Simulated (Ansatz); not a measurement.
Working through a ladder of methods at one geometry of C2H6INSi, SMILES N=C([SiH3])CI

With the Python package of Ansatz (0.2.0).

The cells in order, each with its output:

```python
from pathlib import Path

import ansatz
import numpy as np
```

```python
mol = (
    ansatz.Crystal.molecule()
    .atom("N", (-0.53, 1.4728, 0.7608))
    .atom("C", (-0.1014, 0.4426, 0.196))
    .atom("Si", (-0.3495, -1.213, 1.0684))
    .atom("C", (0.7108, 0.4718, -1.1255))
    .atom("I", (-0.8006, 0.5385, -2.6941))
    .atom("H", (-0.4106, 2.3612, 0.1617))
    .atom("H", (0.3105, -2.3001, 0.2662))
    .atom("H", (-1.7106, -1.5422, 1.2842))
    .atom("H", (0.3923, -1.2171, 2.435))
    .atom("H", (1.2853, 1.3464, -1.127))
    .atom("H", (1.2691, -0.4179, -1.2049))
)
```

```python
base = mol.calculation().basis(gaussian="def2-SVP")
```

```python
print("functional    E (Ha)        dipole (D)   HOMO (eV)  LUMO (eV)")
for name in ["hse06", "lc_wpbe", "r2scan0", "pbe0", "b3lyp", "hf"]:
    rep = base.functional(name).forces().orbitals().run(runs_dir="runs").report
    lines = Path(rep["orbitals_path"]).read_text().splitlines()
    field_of = lambda key: [line.split("=")[1].strip() for line in lines if line.startswith(key)]
    orbitals = [(27.211386 * float(e), s, float(n)) for e, s, n in zip(field_of("Ene="), field_of("Spin="), field_of("Occup="))]
    homo = max(e for e, _, n in orbitals if n > 0.5)
    lumo = min(e for e, _, n in orbitals if n < 0.5)
    dipole = 4.803205 * np.linalg.norm(rep["charge_distribution"]["dipole_moment_e_ang"])
    print(f"{name:10s} {rep['free_energy_ev'] / 27.211386246:14.6f} {dipole:9.3f} {homo:11.3f} {lumo:10.3f}")
```

    functional    E (Ha)        dipole (D)   HOMO (eV)  LUMO (eV)
    hse06         -721.240080     1.571      -6.795     -2.174
    lc_wpbe       -721.378380     1.607      -9.848      0.499
    r2scan0       -721.487242     1.607      -7.400     -1.764
    pbe0          -721.255612     1.573      -7.193     -1.791
    b3lyp         -721.642424     1.551      -6.909     -1.943
    hf            -719.021071     1.762      -9.968      1.921

Total energies depend on the basis set; only differences at equal settings carry meaning. The geometry is a force-field or estimated start, not a minimum of this method, and the basis set is short of its limit. A lower total doesn't mark the better method: functionals have no common bound, and MP2 and coupled cluster aren't variational. def2 sets replace the cores of elements past krypton by effective core potentials. b3lyp holds the VWN-RPA fit, as in Gaussian; the form of ORCA and Turbomole is b3lyp5. Levels such as HOMO and LUMO are orbital energies: with these approximate functionals they aren't the ionisation energy and electron affinity, and their gap isn't the fundamental gap. hse06 follows the composition of plane-wave codes, whose totals differ by tens of mHa, up to about 0.1 Ha, from the form usual in Gaussian-basis programs (wpbeh). Run time: 46 s on 1 thread of Arm Neoverse V1 (shared host), peak memory 0.37 GiB.
